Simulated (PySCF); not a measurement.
# HO2Y (Y(O)(OH)): the cost of one run

Method: several levels, as the steps say, no spin–orbit coupling; program: PySCF 2.14.0.

1 further run of the same task is left out (for a known fault of the program).

## 1. Where the work starts

4 atoms, charge 0, spin multiplicity 1.

Bond lengths: Y1–O2 1.824 Å, Y1–O3 2.046 Å, O3–H4 0.959 Å. Angles: O2–Y1–O3 115.0°, Y1–O3–H4 140.4°.

As a file:

```xyz
4

Y     0.0163   -0.0465   -0.4739
O     1.3195    0.0311    0.7993
O    -1.8984    0.0251    0.2450
H    -2.3749    0.0779    1.0756
```

Formal oxidation states: Y +3. An earlier session relaxed this geometry at PBE0, Y def2-SVP with ECP28, O def2-SVP, H def2-SVP (singlet, point group Cs).

At PBE0 on the finer grid: E = -189.145295 Eh, HOMO -6.26 eV, LUMO -2.05 eV, Mulliken charge on Y1 +0.74 e, largest force component 0.016 eV/Å. 

Levels to run: BP86; CAM-B3LYP; PBE0, TZVP. Hardware: 2 threads of Arm Neoverse V1, shared host.

## 2. BP86

run.py (the lines that set the calculation)

```python
mol = gto.M(atom='''
Y      0.01626    -0.04646    -0.47394
O      1.31954     0.03111     0.79933
O     -1.89842     0.02510     0.24498
H     -2.37493     0.07786     1.07560''',
    basis={'Y': 'def2-SVP', 'O': 'def2-SVP', 'H': 'def2-SVP'},
    ecp={'Y': 'def2-SVP'},
    charge=0, spin=0)
mf = dft.RKS(mol, xc='B88,P86')
mf.grids.atom_grid = (75, 302)
mf = mf.density_fit()  # fitting sets: Y def2-universal-JKFIT, O def2-universal-JKFIT, H def2-universal-JKFIT
mf.conv_tol = 1e-08; mf.max_cycle = 55
mf.kernel(dm0)  # dm0: the density of the relaxed state
```

Run with:

```console
> OMP_NUM_THREADS=2 python run.py
```

**Question.** How long does this run take on 2 threads of Arm Neoverse V1, shared host?

About 1.7 s.
